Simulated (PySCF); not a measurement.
# S²⁺: excitation energies in aug-cc-pwCVDZ

Aim: the excitation energy of sulfur from differences of total energies, at each level of theory, and how far each lands from the tabulated value where there is one.

Program: PySCF 2.14.0. Level of theory: unrestricted determinants in a Gaussian basis, no spin-orbit coupling in the energies. These are calculated values, not measurements, unless marked.

**1. The atom as given**

```
Element                                   : sulfur (Z = 16)
Basis                                     : aug-cc-pwCVDZ
Hamiltonian                               : no relativity, point nucleus
State 1                                   : S²⁺: [Ne] 3s1 3p2 3d1, one real determinant (an excited configuration)
State 2                                   : S²⁺: [Ne] 3s1 3p3, high-spin 5S determinant (an excited configuration)
State 3                                   : S²⁺: [Ne] 3s1 3p3, 3s spin antiparallel (an excited configuration)
Needed too, but not shown                 : S²⁺ [Ne] 3s2 3p2 (3P)
Methods                                   : UHF, LDA, PBE, PBE0, r2SCAN, B97-3, CAM-B3LYP, revPBE, BLYP, MP2
Core shells frozen in the correlated runs : valence: [Ne]; valence and next inner shell: 1s2; all electrons: nothing (for S²⁺)
```

Outer shells as boxes (Hund's rule):

S2+ [Ne] 3s1 3p2 3d1
```
[Ne] core
3s [↑ ]
3p [↑ ][↑ ][  ]
3d [↑ ][  ][  ][  ][  ]
```

S2+ [Ne] 3s1 3p3
```
[Ne] core
3s [↑ ]
3p [↑ ][↑ ][↑ ]
```

One driver process ran all states and methods and kept the integrals in memory. Each run is shown as a PySCF script that sums up its settings (the driver passes frozen orbitals as a list and adds second-order terms of double hybrids); the logs are those of the runs themselves. The driver starts from symmetry-adapted Hartree-Fock orbitals, holds the occupation by maximum overlap and uses a logarithmic radial grid for functionals, so a plain start would take other cycles.

The integrals over 36 functions and the set-up took 0.08 s of CPU time.

**2. S²⁺ [Ne] 3s1 3p2 3d1: the ladder of methods**

UHF:

input.py

```python
from pyscf import gto, scf, dft, mp, cc
import basis_set_exchange as bse
mol = gto.M(atom="S 0 0 0", charge=2, spin=4, symmetry="D2h",
            basis=gto.basis.parse(bse.get_basis("aug-cc-pwCVDZ", elements=["S"], fmt="nwchem")))
mf = scf.UHF(mol)
mf.irrep_nelec = {'Ag': (4, 2), 'B1u': (1, 1), 'B2u': (2, 1), 'B3u': (2, 1)}
mf.kernel()
```

What it wrote:

```text
damping factor = 0
level_shift factor = 0
DIIS = <class 'pyscf.scf.diis.CDIIS'>
diis_start_cycle = 1
diis_space = 10
diis_damp = 0
SCF conv_tol = 1e-09
SCF conv_tol_grad = None
number electrons alpha = 9  beta = 5
cycle= 1 E= -395.491431889112  delta_E= -0.000709  |g|= 0.00815  |ddm|= 0.0691
cycle= 2 E= -395.491552788045  delta_E= -0.000121  |g|= 0.00419  |ddm|= 0.0381
cycle= 3 E= -395.491642729666  delta_E= -8.99e-05  |g|= 0.00247  |ddm|= 0.0411
cycle= 4 E= -395.491710974846  delta_E= -6.82e-05  |g|= 0.000362  |ddm|= 0.0653
cycle= 5 E= -395.491712574542  delta_E= -1.6e-06  |g|= 4e-05  |ddm|= 0.00983
cycle= 6 E= -395.491712585758  delta_E= -1.12e-08  |g|= 6.45e-06  |ddm|= 0.000638
cycle= 7 E= -395.491712585926  delta_E= -1.68e-10  |g|= 8.07e-07  |ddm|= 6.93e-05
converged SCF energy = -395.491712585926  <S^2> = 6.0000819  2S+1 = 5.0000327
```

It used 0.32 s of CPU time after the integrals (shared host).

The occupied shells:

```csv
shell,electrons,mean orbital energy (eV),spread (eV),rms radius (bohr)
1s α,1,-2536.1,0,0.113
1s β,1,-2534.7,0,0.113
2s α,1,-275.89,0,0.518
2s β,1,-273.91,0,0.518
2p α,3,-213.02,0.761,0.490
2p β,3,-211.12,0.586,0.490
3s α,1,-52.299,0,1.67
3p α,2,-38.140,0,1.84
3d α,1,-18.662,0,2.51
```

⟨S²⟩ = 6.000, ⟨L²⟩ = 7.97.

Spin-orbit constants on these orbitals (cm⁻¹; bare nucleus, screened nucleus, mean field): 3p 655.0, 573.1, 529.6; 3d 26.76, 10.04, 7.018. To first order in LS coupling the lowest level has J = 1 and lies 0.0449 eV below the centre of the term.

⟨L²⟩ = 7.97 against 12 for a pure F term, so this real determinant mixes terms.

LDA:

input.py, as changed from the run before:

```diff
@@ -4,3 +4,3 @@
             basis=gto.basis.parse(bse.get_basis("aug-cc-pwCVDZ", elements=["S"], fmt="nwchem")))
-mf = scf.UHF(mol)
+mf = dft.UKS(mol, xc="LDA,VWN")
 mf.irrep_nelec = {'Ag': (4, 2), 'B1u': (1, 1), 'B2u': (2, 1), 'B3u': (2, 1)}
```

What it wrote:

```text
damping factor = 0
level_shift factor = 0
DIIS = <class 'pyscf.scf.diis.CDIIS'>
diis_start_cycle = 1
diis_space = 10
diis_damp = 0
SCF conv_tol = 1e-09
SCF conv_tol_grad = None
number electrons alpha = 9  beta = 5
XC functionals = LDA,VWN
    P. A. M. Dirac.,  Math. Proc. Cambridge Philos. Soc. 26, 376 (1930)
    F. Bloch.,  Z. Phys. 57, 545 (1929)
    S. H. Vosko, L. Wilk, and M. Nusair.,  Can. J. Phys. 58, 1200 (1980)
cycle= 1 E= -394.616671912598  delta_E= -0.00968  |g|= 0.0345  |ddm|= 0.216
cycle= 2 E= -394.616747537839  delta_E= -7.56e-05  |g|= 0.0108  |ddm|= 0.0401
cycle= 3 E= -394.616754649036  delta_E= -7.11e-06  |g|= 0.000628  |ddm|= 0.00422
cycle= 4 E= -394.616754716092  delta_E= -6.71e-08  |g|= 6.77e-05  |ddm|= 0.00173
cycle= 5 E= -394.616754718104  delta_E= -2.01e-09  |g|= 3.17e-06  |ddm|= 0.000259
cycle= 6 E= -394.616754718146  delta_E= -4.19e-11  |g|= 1.48e-07  |ddm|= 4.84e-05
converged SCF energy = -394.616754718146  <S^2> = 6.0000325  2S+1 = 5.000013
```

CPU time 0.36 s on a shared host, the integrals not counted.

PBE:

input.py, as changed from the run before:

```diff
@@ -4,3 +4,3 @@
             basis=gto.basis.parse(bse.get_basis("aug-cc-pwCVDZ", elements=["S"], fmt="nwchem")))
-mf = dft.UKS(mol, xc="LDA,VWN")
+mf = dft.UKS(mol, xc="PBE")
 mf.irrep_nelec = {'Ag': (4, 2), 'B1u': (1, 1), 'B2u': (2, 1), 'B3u': (2, 1)}
```

What it wrote:

```text
damping factor = 0
level_shift factor = 0
DIIS = <class 'pyscf.scf.diis.CDIIS'>
diis_start_cycle = 1
diis_space = 10
diis_damp = 0
SCF conv_tol = 1e-09
SCF conv_tol_grad = None
number electrons alpha = 9  beta = 5
XC functionals = PBE
    J. P. Perdew, K. Burke, and M. Ernzerhof.,  Phys. Rev. Lett. 77, 3865 (1996)
    J. P. Perdew, K. Burke, and M. Ernzerhof.,  Phys. Rev. Lett. 78, 1396 (1997)
    J. P. Perdew, K. Burke, and M. Ernzerhof.,  Phys. Rev. Lett. 77, 3865 (1996)
    J. P. Perdew, K. Burke, and M. Ernzerhof.,  Phys. Rev. Lett. 78, 1396 (1997)
cycle= 1 E= -395.843278815385  delta_E= -0.00548  |g|= 0.0105  |ddm|= 0.239
cycle= 2 E= -395.843316969302  delta_E= -3.82e-05  |g|= 0.00186  |ddm|= 0.0509
cycle= 3 E= -395.843318883511  delta_E= -1.91e-06  |g|= 0.000355  |ddm|= 0.0103
cycle= 4 E= -395.84331890865  delta_E= -2.51e-08  |g|= 5.7e-05  |ddm|= 0.000827
cycle= 5 E= -395.843318909915  delta_E= -1.27e-09  |g|= 3.22e-06  |ddm|= 0.000257
cycle= 6 E= -395.843318909941  delta_E= -2.6e-11  |g|= 1.26e-07  |ddm|= 4.25e-05
converged SCF energy = -395.843318909941  <S^2> = 6.0000156  2S+1 = 5.0000062
```

It used 0.61 s of CPU time after the integrals (shared host).

PBE0:

input.py, as changed from the run before:

```diff
@@ -4,3 +4,3 @@
             basis=gto.basis.parse(bse.get_basis("aug-cc-pwCVDZ", elements=["S"], fmt="nwchem")))
-mf = dft.UKS(mol, xc="PBE")
+mf = dft.UKS(mol, xc="PBE0")
 mf.irrep_nelec = {'Ag': (4, 2), 'B1u': (1, 1), 'B2u': (2, 1), 'B3u': (2, 1)}
```

What it wrote:

```text
damping factor = 0
level_shift factor = 0
DIIS = <class 'pyscf.scf.diis.CDIIS'>
diis_start_cycle = 1
diis_space = 10
diis_damp = 0
SCF conv_tol = 1e-09
SCF conv_tol_grad = None
number electrons alpha = 9  beta = 5
XC functionals = PBE0
    C. Adamo and V. Barone.,  J. Chem. Phys. 110, 6158 (1999)
    M. Ernzerhof and G. E. Scuseria.,  J. Chem. Phys. 110, 5029 (1999)
cycle= 1 E= -395.871436608256  delta_E= -0.00333  |g|= 0.00677  |ddm|= 0.175
cycle= 2 E= -395.871492376562  delta_E= -5.58e-05  |g|= 0.00128  |ddm|= 0.0431
cycle= 3 E= -395.871501947036  delta_E= -9.57e-06  |g|= 0.000548  |ddm|= 0.0167
cycle= 4 E= -395.871504257983  delta_E= -2.31e-06  |g|= 0.000156  |ddm|= 0.0106
cycle= 5 E= -395.871504364698  delta_E= -1.07e-07  |g|= 2.81e-05  |ddm|= 0.00248
cycle= 6 E= -395.871504366276  delta_E= -1.58e-09  |g|= 1.43e-06  |ddm|= 0.000347
cycle= 7 E= -395.871504366284  delta_E= -7.96e-12  |g|= 1.02e-07  |ddm|= 1.41e-05
converged SCF energy = -395.871504366284  <S^2> = 6.0000199  2S+1 = 5.000008
```

CPU time 1.1 s on a shared host, the integrals not counted.

r2SCAN:

input.py, as changed from the run before:

```diff
@@ -4,3 +4,3 @@
             basis=gto.basis.parse(bse.get_basis("aug-cc-pwCVDZ", elements=["S"], fmt="nwchem")))
-mf = dft.UKS(mol, xc="PBE0")
+mf = dft.UKS(mol, xc="R2SCAN")
 mf.irrep_nelec = {'Ag': (4, 2), 'B1u': (1, 1), 'B2u': (2, 1), 'B3u': (2, 1)}
```

What it wrote:

```text
damping factor = 0
level_shift factor = 0
DIIS = <class 'pyscf.scf.diis.CDIIS'>
diis_start_cycle = 1
diis_space = 10
diis_damp = 0
SCF conv_tol = 1e-09
SCF conv_tol_grad = None
number electrons alpha = 9  beta = 5
XC functionals = R2SCAN
    J. W. Furness, A. D. Kaplan, J. Ning, J. P. Perdew, and J. Sun.,  J. Phys. Chem. Lett. 11, 8208-8215 (2020)
    J. W. Furness, A. D. Kaplan, J. Ning, J. P. Perdew, and J. Sun.,  J. Phys. Chem. Lett. 11, 9248-9248 (2020)
    J. W. Furness, A. D. Kaplan, J. Ning, J. P. Perdew, and J. Sun.,  J. Phys. Chem. Lett. 11, 8208-8215 (2020)
    J. W. Furness, A. D. Kaplan, J. Ning, J. P. Perdew, and J. Sun.,  J. Phys. Chem. Lett. 11, 9248-9248 (2020)
cycle= 1 E= -395.992886842996  delta_E= -0.00348  |g|= 0.00642  |ddm|= 0.221
cycle= 2 E= -395.992951279039  delta_E= -6.44e-05  |g|= 0.00259  |ddm|= 0.0487
cycle= 3 E= -395.992956998667  delta_E= -5.72e-06  |g|= 0.000632  |ddm|= 0.0125
cycle= 4 E= -395.992958420609  delta_E= -1.42e-06  |g|= 0.00015  |ddm|= 0.00766
cycle= 5 E= -395.992958534432  delta_E= -1.14e-07  |g|= 7.96e-06  |ddm|= 0.00275
cycle= 6 E= -395.992958534527  delta_E= -9.44e-11  |g|= 3.43e-07  |ddm|= 9.8e-05
converged SCF energy = -395.992958534527  <S^2> = 6.0000597  2S+1 = 5.0000239
```

CPU time 1.7 s on a shared host, the integrals not counted.

B97-3:

input.py, as changed from the run before:

```diff
@@ -4,3 +4,3 @@
             basis=gto.basis.parse(bse.get_basis("aug-cc-pwCVDZ", elements=["S"], fmt="nwchem")))
-mf = dft.UKS(mol, xc="R2SCAN")
+mf = dft.UKS(mol, xc="HYB_GGA_XC_B97_3")
 mf.irrep_nelec = {'Ag': (4, 2), 'B1u': (1, 1), 'B2u': (2, 1), 'B3u': (2, 1)}
```

What it wrote:

```text
damping factor = 0
level_shift factor = 0
DIIS = <class 'pyscf.scf.diis.CDIIS'>
diis_start_cycle = 1
diis_space = 10
diis_damp = 0
SCF conv_tol = 1e-09
SCF conv_tol_grad = None
number electrons alpha = 9  beta = 5
XC functionals = HYB_GGA_XC_B97_3
    T. W. Keal and D. J. Tozer.,  J. Chem. Phys. 123, 121103 (2005)
cycle= 1 E= -395.948734877079  delta_E= -0.00262  |g|= 0.00809  |ddm|= 0.142
cycle= 2 E= -395.948820533223  delta_E= -8.57e-05  |g|= 0.00207  |ddm|= 0.0452
cycle= 3 E= -395.948843071887  delta_E= -2.25e-05  |g|= 0.000987  |ddm|= 0.0241
cycle= 4 E= -395.948848674561  delta_E= -5.6e-06  |g|= 0.000452  |ddm|= 0.012
cycle= 5 E= -395.948850327591  delta_E= -1.65e-06  |g|= 3.58e-05  |ddm|= 0.0108
cycle= 6 E= -395.948850330616  delta_E= -3.03e-09  |g|= 3.88e-06  |ddm|= 0.000521
cycle= 7 E= -395.948850330637  delta_E= -2.07e-11  |g|= 2.11e-07  |ddm|= 2.91e-05
converged SCF energy = -395.948850330637  <S^2> = 6.0000416  2S+1 = 5.0000166
```

CPU time 1.2 s on a shared host, the integrals not counted.

CAM-B3LYP:

input.py, as changed from the run before:

```diff
@@ -4,3 +4,3 @@
             basis=gto.basis.parse(bse.get_basis("aug-cc-pwCVDZ", elements=["S"], fmt="nwchem")))
-mf = dft.UKS(mol, xc="HYB_GGA_XC_B97_3")
+mf = dft.UKS(mol, xc="CAMB3LYP")
 mf.irrep_nelec = {'Ag': (4, 2), 'B1u': (1, 1), 'B2u': (2, 1), 'B3u': (2, 1)}
```

What it wrote:

```text
damping factor = 0
level_shift factor = 0
DIIS = <class 'pyscf.scf.diis.CDIIS'>
diis_start_cycle = 1
diis_space = 10
diis_damp = 0
SCF conv_tol = 1e-09
SCF conv_tol_grad = None
number electrons alpha = 9  beta = 5
XC functionals = CAMB3LYP
    T. Yanai, D. P. Tew, and N. C. Handy.,  Chem. Phys. Lett. 393, 51 (2004)
cycle= 1 E= -395.997836951939  delta_E= -0.0045  |g|= 0.00787  |ddm|= 0.156
cycle= 2 E= -395.997882411871  delta_E= -4.55e-05  |g|= 0.00165  |ddm|= 0.0295
cycle= 3 E= -395.997892637344  delta_E= -1.02e-05  |g|= 0.000801  |ddm|= 0.0133
cycle= 4 E= -395.997896122099  delta_E= -3.48e-06  |g|= 0.000468  |ddm|= 0.00749
cycle= 5 E= -395.997898122411  delta_E= -2e-06  |g|= 0.000135  |ddm|= 0.00898
cycle= 6 E= -395.99789826599  delta_E= -1.44e-07  |g|= 3.68e-06  |ddm|= 0.00306
cycle= 7 E= -395.997898265999  delta_E= -8.87e-12  |g|= 2.98e-07  |ddm|= 2.27e-05
converged SCF energy = -395.997898265999  <S^2> = 6.0000159  2S+1 = 5.0000064
```

It used 1.6 s of CPU time after the integrals (shared host).

revPBE:

input.py, as changed from the run before:

```diff
@@ -4,3 +4,3 @@
             basis=gto.basis.parse(bse.get_basis("aug-cc-pwCVDZ", elements=["S"], fmt="nwchem")))
-mf = dft.UKS(mol, xc="CAMB3LYP")
+mf = dft.UKS(mol, xc="PBE_R,PBE")
 mf.irrep_nelec = {'Ag': (4, 2), 'B1u': (1, 1), 'B2u': (2, 1), 'B3u': (2, 1)}
```

What it wrote:

```text
damping factor = 0
level_shift factor = 0
DIIS = <class 'pyscf.scf.diis.CDIIS'>
diis_start_cycle = 1
diis_space = 10
diis_damp = 0
SCF conv_tol = 1e-09
SCF conv_tol_grad = None
number electrons alpha = 9  beta = 5
XC functionals = PBE_R,PBE
    Y. Zhang and W. Yang.,  Phys. Rev. Lett. 80, 890 (1998)
    J. P. Perdew, K. Burke, and M. Ernzerhof.,  Phys. Rev. Lett. 77, 3865 (1996)
    J. P. Perdew, K. Burke, and M. Ernzerhof.,  Phys. Rev. Lett. 78, 1396 (1997)
cycle= 1 E= -395.953862044835  delta_E= -0.00507  |g|= 0.00908  |ddm|= 0.245
cycle= 2 E= -395.953899419608  delta_E= -3.74e-05  |g|= 0.00176  |ddm|= 0.0504
cycle= 3 E= -395.953901265174  delta_E= -1.85e-06  |g|= 0.000471  |ddm|= 0.0103
cycle= 4 E= -395.953901300377  delta_E= -3.52e-08  |g|= 4.94e-05  |ddm|= 0.000838
cycle= 5 E= -395.953901302551  delta_E= -2.17e-09  |g|= 3.93e-06  |ddm|= 0.000378
cycle= 6 E= -395.953901302584  delta_E= -3.3e-11  |g|= 1.18e-07  |ddm|= 5.27e-05
converged SCF energy = -395.953901302584  <S^2> = 6.0000147  2S+1 = 5.0000059
```

CPU time 1 s on a shared host, the integrals not counted.

BLYP:

input.py, as changed from the run before:

```diff
@@ -4,3 +4,3 @@
             basis=gto.basis.parse(bse.get_basis("aug-cc-pwCVDZ", elements=["S"], fmt="nwchem")))
-mf = dft.UKS(mol, xc="PBE_R,PBE")
+mf = dft.UKS(mol, xc="BLYP")
 mf.irrep_nelec = {'Ag': (4, 2), 'B1u': (1, 1), 'B2u': (2, 1), 'B3u': (2, 1)}
```

What it wrote:

```text
damping factor = 0
level_shift factor = 0
DIIS = <class 'pyscf.scf.diis.CDIIS'>
diis_start_cycle = 1
diis_space = 10
diis_damp = 0
SCF conv_tol = 1e-09
SCF conv_tol_grad = None
number electrons alpha = 9  beta = 5
XC functionals = BLYP
    A. D. Becke.,  Phys. Rev. A 38, 3098 (1988)
    C. Lee, W. Yang, and R. G. Parr.,  Phys. Rev. B 37, 785 (1988)
    B. Miehlich, A. Savin, H. Stoll, and H. Preuss.,  Chem. Phys. Lett. 157, 200 (1989)
cycle= 1 E= -396.012679549838  delta_E= -0.00623  |g|= 0.00839  |ddm|= 0.259
cycle= 2 E= -396.012728312434  delta_E= -4.88e-05  |g|= 0.00304  |ddm|= 0.0607
cycle= 3 E= -396.012731761194  delta_E= -3.45e-06  |g|= 0.00067  |ddm|= 0.0123
cycle= 4 E= -396.012731829289  delta_E= -6.81e-08  |g|= 4.32e-05  |ddm|= 0.00111
cycle= 5 E= -396.012731836633  delta_E= -7.34e-09  |g|= 5.92e-06  |ddm|= 0.000613
cycle= 6 E= -396.012731836749  delta_E= -1.16e-10  |g|= 8.61e-08  |ddm|= 9.3e-05
converged SCF energy = -396.012731836749  <S^2> = 6.0000116  2S+1 = 5.0000047
```

CPU time 0.99 s on a shared host, the integrals not counted.

**3. S²⁺ [Ne] 3s1 3p2 3d1, continued**

MP2 (valence):

input.py: that of step 2 with these lines changed.

```diff
@@ -4,4 +4,5 @@
             basis=gto.basis.parse(bse.get_basis("aug-cc-pwCVDZ", elements=["S"], fmt="nwchem")))
-mf = dft.UKS(mol, xc="BLYP")
+mf = scf.UHF(mol)
 mf.irrep_nelec = {'Ag': (4, 2), 'B1u': (1, 1), 'B2u': (2, 1), 'B3u': (2, 1)}
 mf.kernel()
+mp.UMP2(mf, frozen=5).kernel()
```

No log was kept for this step.

CPU time 0.01 s on a shared host, the integrals not counted.

With 4 electrons correlated, the MP2 correlation energy is -0.01621 hartree (-0.01621 same spin, 0.00000 opposite spin); the SCS form gives -0.00540. Largest pairs of shells: 3p-3d -0.0063, 3p-3p -0.0059, 3s-3p -0.0030, 3s-3d -0.0009, 3s-3s 0.0000.

MP2 (valence and next inner shell):

input.py, as changed from the run before:

```diff
@@ -7,2 +7,2 @@
 mf.kernel()
-mp.UMP2(mf, frozen=5).kernel()
+mp.UMP2(mf, frozen=1).kernel()
```

This step left no log, only its results.

It used 0.03 s of CPU time after the integrals (shared host).

With 12 electrons correlated, the MP2 correlation energy is -0.15569 hartree (-0.05729 same spin, -0.09840 opposite spin); the SCS form gives -0.13717. Largest pairs of shells: 2p-2p -0.0892, 2s-2p -0.0250, 2p-3p -0.0105, 3p-3d -0.0063, 3p-3p -0.0059.

MP2 (all electrons):

input.py, as changed from the run before:

```diff
@@ -7,2 +7,2 @@
 mf.kernel()
-mp.UMP2(mf, frozen=1).kernel()
+mp.UMP2(mf, frozen=0).kernel()
```

The driver printed no log here.

CPU time 0.04 s on a shared host, the integrals not counted.

With 14 electrons correlated, the MP2 correlation energy is -0.16128 hartree (-0.05905 same spin, -0.10223 opposite spin); the SCS form gives -0.14236. Largest pairs of shells: 2p-2p -0.0892, 2s-2p -0.0250, 2p-3p -0.0105, 3p-3d -0.0063, 3p-3p -0.0059.

Radial density 4πr²ρ of S²⁺ at UHF:

```csv
r (bohr),density,spin density
0.00136,0.0593,0.000
0.00229,0.163,0.001
0.00385,0.438,0.002
0.00648,1.14,0.005
0.0109,2.80,0.012
0.0183,6.26,0.026
0.0308,11.9,0.048
0.0518,17.4,0.067
0.0872,17.1,0.079
0.147,12.2,0.183
0.247,15.1,0.454
0.415,16.4,0.279
0.698,5.79,0.197
1.17,2.40,2.084
1.97,1.97,1.965
3.32,0.285,0.285
5.59,0.00652,0.007
9.40,3.32e-05,0.000
```

(Part 1 of 3 ends here.)
